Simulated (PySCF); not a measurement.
# C6H7Br: the cost of one run

Computed with PySCF 2.14.0 and routines of our own; the level stands in each step. Atoms count from 0.

## 1. The starting structure

14 atoms, charge 0, multiplicity 1; geometry from: GFN2-xTB.

## 2. Magnetic properties: GIAO PBE/pcSseg-1

The job: settings as JSON, then the geometry in Å.

```
{"job": {"kind": "mag", "xc": "PBE", "basis": "pcSseg-1", "isotopologues": 2}, "charge": 0, "multiplicity": 1}
C     -2.848657     0.650099     0.253261
C     -1.555575     0.627881    -0.068408
C     -0.713366    -0.484962     0.285752
C      0.594960    -0.716394     0.068571
C      1.646964     0.026276    -0.581060
C      2.897339    -0.433028    -0.664076
Br     1.323018     1.740564    -1.378860
H     -3.483063     1.478586    -0.008855
H     -3.314688    -0.161347     0.789634
H     -1.134437     1.461340    -0.604538
H     -1.240063    -1.267571     0.821909
H      0.980167    -1.655921     0.451846
H      3.681131     0.121175    -1.149367
H      3.165593    -1.387172    -0.242953
```

Level: GIAO PBE/pcSseg-1 magnetisability, rotational g tensor and spin-rotation constants, non-relativistic, gas phase.

Command:

```
$ OMP_NUM_THREADS=1 python excited_run.py task.json out
```

This one command runs all jobs of the session in turn.

**Question.** How long does this first job take on 1 thread of Arm Neoverse V2, shared host, and how much memory does it need?

About 31 s, with a peak of 0.73 GiB.
